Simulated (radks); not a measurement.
**Ag²⁺ in [Ar] 3d10 4s1 4p6 4d10: an all-electron calculation**

The task here is to estimate one member of a computed series from the others.

The numbers are computed with radks (a radial shooting solver on a logarithmic mesh, Libxc functionals) version 1 (Dirac Kohn-Sham, OLYP, spin-unpolarised, spherical densities, finite nucleus), except any that are marked as measured or tabulated.

**Starting point**

- element: silver (Z = 47)
- charge: +2
- electrons: 45
- configuration: [Ar] 3d10 4s1 4p6 4d10
- nuclear rms radius: 4.5454 fm

Outer shells as boxes (Hund's rule):

Ag²⁺
```
[Ar] core
3d [↑↓][↑↓][↑↓][↑↓][↑↓]
4s [↑ ]
4p [↑↓][↑↓][↑↓]
4d [↑↓][↑↓][↑↓][↑↓][↑↓]
```

The first run:

The run's settings:

```text
Z 47
configuration [Ar] 3d10 4s1 4p6 4d10 5s0 5p0 4f0 5d0
relativity Dirac
functional optx,lyp
spin unpolarised
j_filling energy
nucleus finite rms 4.5454 fm
c 137.035999084
```

Run with:

```sh
$ python run_ks.py task.json out
```

This one command runs every case of the session in turn.

Steps of the session up to this table: Self-consistent calculation.

One of the session's tables, all rows but one given; the rest of the session is left out.

It belongs to the step «Shells». Sizes of the orbitals, from the radial functions (bohr):

```
level      <r>  outermost maximum (interpolated)  90 % within  nodes
1s1/2  0.03111                            0.0202       0.0558      0
2s1/2   0.1345                             0.114        0.208      1
2p1/2   0.1141                            0.0882        0.187      0
2p3/2   0.1192                            0.0924        0.194      0
3s1/2   0.3680                             0.333        0.542      2
3p1/2        ?                                 ?            ?      ?
3p3/2   0.3705                             0.329        0.557      1
3d3/2   0.3430                             0.272        0.543      0
3d5/2   0.3465                             0.275        0.548      0
4s1/2   0.9061                             0.820         1.31      3
4p1/2   0.9683                             0.856         1.43      2
4p3/2   0.9980                             0.881         1.47      2
4d3/2    1.271                              1.01         1.99      1
4d5/2    1.287                              1.02         2.02      1
5s1/2    2.577                              2.22         3.77      4
5p1/2    3.088                              2.72         4.50      3
5p3/2    3.166                              2.81         4.59      3
```

Estimate the missing values for 3p1/2.

The run gave: <r>: 0.3596; outermost maximum (interpolated): 0.319; 90 % within: 0.542; nodes: 1. In the column «<r>» it lies between 3d5/2 (0.3465) and 3s1/2 (0.3680).
